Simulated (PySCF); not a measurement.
**MgBr2 (MgBr₂): fields and orbitals**

For MgBr2 (MgBr₂), the scripts below measure its response to a uniform field and see where an electron leaves and enters.

Computed with PySCF 2.14.0. Level: levels as typed in each script, gas phase, geometry from GFN2-xTB.

### Step 1. The starting structure

3 atoms, charge 0, spin multiplicity 1.

Bond lengths: Mg1–Br2 2.356 Å, Mg1–Br3 2.355 Å. Angles: Br2–Mg1–Br3 178.4°.

Coordinates:

```xyz
3
charge 0, multiplicity 1
Mg   -0.0005    0.0279    0.0000
Br    2.3558   -0.0048    0.0000
Br   -2.3556   -0.0048    0.0000
```

### Step 2. Response to an electric field (r2SCAN/def2-svpd)

input.py reads:

```python
import numpy as np
from pyscf import gto, scf, dft
from pyscf.scf import atom_ks, atom_hf
from scipy.linalg import block_diag

def solve(mol, dm0=None, hcore=None):
    mf = (dft.UKS if mol.spin else dft.RKS)(mol, xc='r2scan')
    mf.grids.level = 3
    mf = mf.density_fit(auxbasis='def2-universal-jkfit')
    mf.conv_tol, mf.max_cycle = 1e-8, 80
    if hcore is not None:
        mf.get_hcore = lambda *args: hcore
    mf.kernel(dm0)
    if not mf.converged:
        mf = mf.newton().run(mf.mo_coeff, mf.mo_occ, max_cycle=30)
    assert mf.converged, 'SCF not converged'
    return mf

mol = gto.M(atom='''
Mg    -0.00048     0.02786     0.00000
Br     2.35577    -0.00477     0.00000
Br    -2.35561    -0.00478     0.00000
''', basis='def2-svpd', charge=0, spin=0, verbose=4)
field = np.array([-0.01, -0.0, -0.0])  # atomic units
mol.set_common_orig(mol.atom_charges() @ mol.atom_coords() / mol.atom_charges().sum())
mf = solve(mol)
out = dict(dm0=mf.make_rdm1(), d0=mf.dip_moment(unit='AU'), e0=mf.e_tot)
for name, sign in (('p', 1), ('m', -1)):
    h = mf.get_hcore() + sign * np.einsum('x,xij->ij', field, mol.intor('int1e_r'))
    mi = solve(mol, mf.make_rdm1(), h)
    out.update({'dm' + name: mi.make_rdm1(), 'd' + name: mi.dip_moment(unit='AU'), 'e' + name: mi.e_tot})
# spherically averaged free atoms, for the promolecule
atm = atom_ks.get_atm_nrks(mol, xc='r2scan')
pro = block_diag(*[(atm[a[0]][2] * atm[a[0]][3]) @ atm[a[0]][2].T for a in mol._atom])
np.savez('result.npz', pro=pro, **out)
```

Started as:

```sh
$ OMP_NUM_THREADS=1 python input.py
```

### Step 4. Removing and adding an electron (PBE0/def2-svpd)

input.py reads:

```python
import numpy as np
from pyscf import gto, scf, dft
from pyscf.scf import atom_ks, atom_hf
from scipy.linalg import block_diag

def solve(mol, dm0=None, hcore=None):
    mf = (dft.UKS if mol.spin else dft.RKS)(mol, xc='pbe0')
    mf.grids.level = 3
    mf = mf.density_fit(auxbasis='def2-universal-jkfit')
    mf.conv_tol, mf.max_cycle = 1e-8, 80
    if hcore is not None:
        mf.get_hcore = lambda *args: hcore
    mf.kernel(dm0)
    if not mf.converged:
        mf = mf.newton().run(mf.mo_coeff, mf.mo_occ, max_cycle=30)
    assert mf.converged, 'SCF not converged'
    return mf

mol = gto.M(atom='''
Mg    -0.00048     0.02786     0.00000
Br     2.35577    -0.00477     0.00000
Br    -2.35561    -0.00478     0.00000
''', basis='def2-svpd', charge=0, spin=0, verbose=4)
mf = solve(mol)
out = dict(e0=mf.e_tot, dm0=mf.make_rdm1(), c=mf.mo_coeff, occ=mf.mo_occ, eps=mf.mo_energy)
for name, dq, spin in [('cation', 1, 1), ('anion', -1, 1)]:
    ion = mol.copy().set(charge=mol.charge + dq, spin=spin).build()
    mi = solve(ion)
    if spin and dq > 0 and mol.nao < 130:
        c, _, stable, _ = mi.stability(return_status=True)
        if not stable:
            mi = solve(ion, mi.make_rdm1(c, mi.mo_occ))
    print(name, 'vertical energy change / eV', (mi.e_tot - mf.e_tot) * 27.211386)
    out.update({'e_' + name: mi.e_tot, 'dm_' + name: mi.make_rdm1(), 's2_' + name: mi.spin_square()[0], 'eps_' + name: mi.mo_energy, 'occ_' + name: mi.mo_occ})
# spherically averaged free atoms, for the promolecule
atm = atom_ks.get_atm_nrks(mol, xc='pbe0')
pro = block_diag(*[(atm[a[0]][2] * atm[a[0]][3]) @ atm[a[0]][2].T for a in mol._atom])
np.savez('result.npz', pro=pro, **out)
```

(Steps that only read results are left out.)

What does the calculation give? Wanted: polarisability along the field; vertical electron affinity.

The runs gave:

| quantity | value |
| --- | --- |
| polarisability along the field (r2SCAN/def2-svpd) | 88.4 bohr³ |
| vertical electron affinity (PBE0/def2-svpd) | 0.68 eV |

**Reading.** The geometry was not optimised at these levels.
